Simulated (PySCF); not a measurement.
# C9H14O2: NMR shifts at several levels of theory, part 2 of 2

PySCF 2.14.0. Atoms count from 0.

**6. Shielding tensors: KT2/pcSseg-1**

The job: settings as JSON, then the geometry in Å.

```
{"job": {"kind": "nmr", "xc": "KT2", "basis": "pcSseg-1", "pop": false}, "charge": 0, "multiplicity": 1}
O      4.463339     0.145594    -0.055172
C      3.527340     0.124174    -1.097404
C      2.136397     0.056879    -0.641533
C      0.994024     0.052844    -0.233463
C     -0.390244     0.002339     0.266161
O     -0.394659     0.007150     1.683143
C     -1.162786     1.255382    -0.166867
C     -2.621074     1.194239     0.268920
C     -3.307348    -0.064286    -0.249869
C     -2.548731    -1.317396     0.172299
C     -1.092296    -1.259947    -0.269486
H      4.232214     0.875123     0.530145
H      3.633138     0.998973    -1.771332
H      3.756213    -0.763263    -1.709510
H      0.128735    -0.746497     1.978682
H     -0.656811     2.133579     0.261960
H     -1.090535     1.338645    -1.263706
H     -3.148896     2.096310    -0.079691
H     -2.660784     1.207712     1.370190
H     -4.348666    -0.108647     0.107548
H     -3.359231    -0.024636    -1.353694
H     -3.027040    -2.220897    -0.238361
H     -2.582639    -1.409969     1.270506
H     -0.535130    -2.147401     0.075650
H     -1.021179    -1.258194    -1.370232
```

Level: GIAO KT2/pcSseg-1 NMR shielding, non-relativistic, gas phase.

What it wrote:

```text
coarse grid: 20632 points
cycle   1  E = -509.7698236491  dE =  1.338e+00  |g| = 1.119e+00  |ddm| = 4.885e+00
cycle   2  E = -509.2099028455  dE =  5.599e-01  |g| = 1.989e+00  |ddm| = 4.419e+00
cycle   3  E = -510.0077556529  dE = -7.979e-01  |g| = 2.682e-01  |ddm| = 3.754e+00
cycle   4  E = -510.0221129775  dE = -1.436e-02  |g| = 1.282e-01  |ddm| = 5.781e-01
cycle   5  E = -510.0240953608  dE = -1.982e-03  |g| = 9.065e-02  |ddm| = 1.933e-01
cycle   6  E = -510.0261462416  dE = -2.051e-03  |g| = 1.851e-02  |ddm| = 9.772e-02
cycle   7  E = -510.0262247391  dE = -7.850e-05  |g| = 5.748e-03  |ddm| = 2.370e-02
cycle   8  E = -510.0262313914  dE = -6.652e-06  |g| = 1.392e-03  |ddm| = 9.565e-03
final grid: 198496 points
cycle   9  E = -510.1058544745  dE = -4.225e-04  |g| = 1.934e-02  |ddm| = 1.720e-01
cycle  10  E = -510.1057168823  dE =  1.376e-04  |g| = 3.034e-02  |ddm| = 5.343e-02
cycle  11  E = -510.1059287142  dE = -2.118e-04  |g| = 7.275e-03  |ddm| = 3.814e-02
cycle  12  E = -510.1059411698  dE = -1.246e-05  |g| = 2.368e-03  |ddm| = 9.972e-03
cycle  13  E = -510.1059424947  dE = -1.325e-06  |g| = 5.198e-04  |ddm| = 3.036e-03
cycle  14  E = -510.1059425689  dE = -7.415e-08  |g| = 1.421e-04  |ddm| = 1.375e-03
cycle  15  E = -510.1059425725  dE = -3.602e-09  |g| = 5.624e-05  |ddm| = 2.305e-04
cycle  16  E = -510.1059425731  dE = -6.485e-10  |g| = 7.007e-06  |ddm| = 6.272e-05
converged SCF energy = -510.1059425731

GIAO shielding tensors (ppm)
atom      isotropic    diamagn.    paramagn.     s11        s22        s33       span
  0 O      287.544     388.608    -101.064    236.443    287.117    339.070    102.627
  1 C      127.859     250.586    -122.727    101.356    115.485    166.736     65.380
  2 C      102.529     270.855    -168.327     28.286     32.354    246.946    218.661
  3 C       93.109     255.143    -162.034      9.971     14.236    255.119    245.148
  4 C      115.807     248.556    -132.749     98.001    104.646    144.773     46.772
  5 O      240.442     393.429    -152.987    198.442    223.092    299.790    101.348
  6 C      142.134     248.692    -106.559    130.769    140.002    155.629     24.860
  7 C      158.455     247.854     -89.399    151.091    155.421    168.852     17.761
  8 C      153.475     249.462     -95.988    149.302    153.951    157.171      7.870
  9 C      158.422     247.952     -89.530    150.439    154.821    170.005     19.566
 10 C      138.123     248.796    -110.673    126.260    133.599    154.509     28.249
 11 H       31.704      33.485      -1.781     23.786     30.415     40.911     17.126
 12 H       26.490      29.443      -2.953     20.992     27.256     31.222     10.230
 13 H       26.795      28.703      -1.908     21.930     27.382     31.074      9.144
 14 H       31.298      35.611      -4.313     24.293     27.924     41.676     17.383
 15 H       29.150      31.988      -2.837     24.901     28.783     33.767      8.865
 16 H       29.720      32.206      -2.486     25.936     29.406     33.817      7.881
 17 H       29.771      27.746       2.024     24.585     27.786     36.942     12.357
 18 H       29.205      30.440      -1.235     25.504     28.163     33.948      8.444
 19 H       29.547      26.001       3.546     25.074     27.168     36.398     11.324
 20 H       30.027      29.380       0.647     26.410     28.076     35.594      9.184
 21 H       29.740      27.914       1.827     24.540     27.807     36.874     12.334
 22 H       29.208      30.544      -1.336     25.488     28.302     33.834      8.346
 23 H       29.585      32.730      -3.144     25.522     29.412     33.821      8.299
 24 H       29.475      32.447      -2.972     25.966     28.983     33.477      7.511
```

It took 33 s on 8 threads of Intel Xeon Platinum 8488C (Sapphire Rapids), shared host.

This run: δ C3 90.1, C2 80.7, C4 67.4, C1 55.4, H12 4.54, H18 1.97 ppm (means over like atoms).

**7. NMR shieldings: HF/pcSseg-1**

Settings changed since step 6:

```diff
@@ -1,2 +1,2 @@
-{"job": {"kind": "nmr", "xc": "KT2", "basis": "pcSseg-1", "pop": false}, "charge": 0, "multiplicity": 1}
+{"job": {"kind": "nmr", "xc": "HF", "basis": "pcSseg-1", "pop": false}, "charge": 0, "multiplicity": 1}
 O      4.463339     0.145594    -0.055172
```

Level: GIAO HF/pcSseg-1 NMR shielding, non-relativistic, gas phase.

What it wrote:

```text
final grid: 198496 points
cycle   1  E = -498.3467215024  dE =  2.693e+00  |g| = 8.444e-01  |ddm| = 4.759e+00
cycle   2  E = -498.5037425076  dE = -1.570e-01  |g| = 4.337e-01  |ddm| = 1.143e+00
cycle   3  E = -498.5381900261  dE = -3.445e-02  |g| = 9.948e-02  |ddm| = 5.047e-01
cycle   4  E = -498.5409954785  dE = -2.805e-03  |g| = 1.972e-02  |ddm| = 1.604e-01
cycle   5  E = -498.5410974949  dE = -1.020e-04  |g| = 5.944e-03  |ddm| = 2.873e-02
cycle   6  E = -498.5411065292  dE = -9.034e-06  |g| = 2.175e-03  |ddm| = 7.797e-03
cycle   7  E = -498.5411080445  dE = -1.515e-06  |g| = 7.678e-04  |ddm| = 3.601e-03
cycle   8  E = -498.5411082984  dE = -2.540e-07  |g| = 2.567e-04  |ddm| = 1.338e-03
cycle   9  E = -498.5411083668  dE = -6.834e-08  |g| = 1.223e-04  |ddm| = 6.983e-04
cycle  10  E = -498.5411083850  dE = -1.821e-08  |g| = 6.702e-05  |ddm| = 2.956e-04
cycle  11  E = -498.5411083923  dE = -7.309e-09  |g| = 2.600e-05  |ddm| = 2.231e-04
cycle  12  E = -498.5411083934  dE = -1.114e-09  |g| = 6.811e-06  |ddm| = 1.050e-04
cycle  13  E = -498.5411083935  dE = -3.911e-11  |g| = 2.258e-06  |ddm| = 1.931e-05
converged SCF energy = -498.5411083935

GIAO shielding tensors (ppm)
atom      isotropic    diamagn.    paramagn.     s11        s22        s33       span
  0 O      313.034     389.078     -76.045    261.132    312.044    365.925    104.793
  1 C      145.267     241.094     -95.827    123.159    132.489    180.154     56.995
  2 C      104.230     271.249    -167.019     21.609     27.700    263.382    241.773
  3 C       95.117     260.119    -165.002      3.317      8.955    273.079    269.762
  4 C      135.437     238.823    -103.386    119.943    124.814    161.554     41.611
  5 O      273.451     395.081    -121.630    238.022    244.918    337.414     99.392
  6 C      154.644     244.568     -89.924    144.702    152.700    166.530     21.828
  7 C      170.927     243.448     -72.521    164.557    170.101    178.124     13.567
  8 C      166.377     243.655     -77.278    163.856    165.564    169.712      5.856
  9 C      170.799     243.601     -72.802    164.081    169.728    178.587     14.506
 10 C      151.990     244.457     -92.466    141.450    148.585    165.936     24.486
 11 H       31.146      32.595      -1.449     22.212     28.910     42.316     20.105
 12 H       27.766      29.061      -1.295     22.260     28.043     32.994     10.735
 13 H       27.765      28.633      -0.868     22.526     27.833     32.936     10.410
 14 H       31.192      34.958      -3.767     23.045     27.071     43.459     20.414
 15 H       29.852      31.432      -1.580     24.907     29.177     35.470     10.563
 16 H       30.650      31.449      -0.798     26.420     29.921     35.610      9.190
 17 H       30.500      28.623       1.877     24.835     27.976     38.689     13.853
 18 H       30.008      29.811       0.197     25.849     28.641     35.535      9.686
 19 H       30.277      27.223       3.054     25.080     27.446     38.305     13.225
 20 H       30.782      28.644       2.138     27.051     28.195     37.101     10.050
 21 H       30.475      28.743       1.731     24.805     27.979     38.640     13.835
 22 H       30.117      29.883       0.235     25.983     28.822     35.546      9.563
 23 H       30.283      32.120      -1.837     25.519     29.782     35.548     10.029
 24 H       30.501      31.589      -1.088     26.478     29.691     35.335      8.857
```

Run time: 24 s. Hardware: 8 threads of Intel Xeon Platinum 8488C (Sapphire Rapids), shared host.

Key values: δ C3 95.7, C2 86.6, C4 55.4, C1 45.6, H12 3.92, H18 1.62 ppm (means over like atoms).

**8. Side by side: NMR shifts**

Shifts (ppm) of some atoms, chosen among heavy atoms and hydrogens apart, with basis size and wall time:

```
             run    C3    C4    C1    H14    H11    O5    O0  functions  time
   PBE0/pcSseg-1  97.0  64.8  53.4   0.01  -0.22  81.2  34.0        257  44 s
    PBE/pcSseg-1  96.1  68.3  56.5  -0.21  -0.57  91.9  43.1        257  34 s
wB97X-D/pcSseg-1  97.0  64.6  52.9   0.08  -0.13  77.4  30.8        257  53 s
    KT2/pcSseg-1  90.1  67.4  55.4  -0.12  -0.53  90.2  43.1        257  33 s
     HF/pcSseg-1  95.7  55.4  45.6   0.49   0.54  59.9  20.3        257  24 s
```

**9. Summary of results**

What follows sums up all 2 parts.

| quantity | value |
| --- | --- |
| point group | C1 |
| rotational constants (main isotopes) | 2.75, 0.48, 0.46 GHz |
| 13C shifts against TMS (PBE0/pcSseg-1, means over atoms taken as alike) | 97.0, 87.2, 64.8, 53.4, 41.4, 27.7, 22.8 ppm |
| 1H shifts against TMS (PBE0/pcSseg-1, means over atoms taken as alike) | 4.30, 1.82, 1.73, 1.53, 1.38, 1.32, 1.05, 0.01, -0.22 ppm |
| 17O shifts against H2O (PBE0/pcSseg-1) | 81.2, 34.0 ppm |
| range of the shift of O5 | 59.9 to 91.9 ppm |

In words: Single values in the summary come from the first sound run of each kind (PBE0/pcSseg-1), which need not be the best level. The optimisation took 11 steps and gained 0.069 eV; among the close pairs (by a distance rule), C2–C3 changed most, from 1.200 to 1.213 Å. No frequency check was run at this level, so the end point may be a saddle. The most deshielded hydrogen is H12, H13 (mean) (hydrogen on a propargylic sp3 CH2 bonded to O), at 4.30 ppm: its carbon carries O, an electronegative neighbour. At PBE0/pcSseg-1: The largest span, 264 ppm, is at C3, where the paramagnetic term is -170 ppm. Across the 5 runs the shift of O5 moves most, between 59.9 (HF/pcSseg-1) and 91.9 ppm (PBE/pcSseg-1).
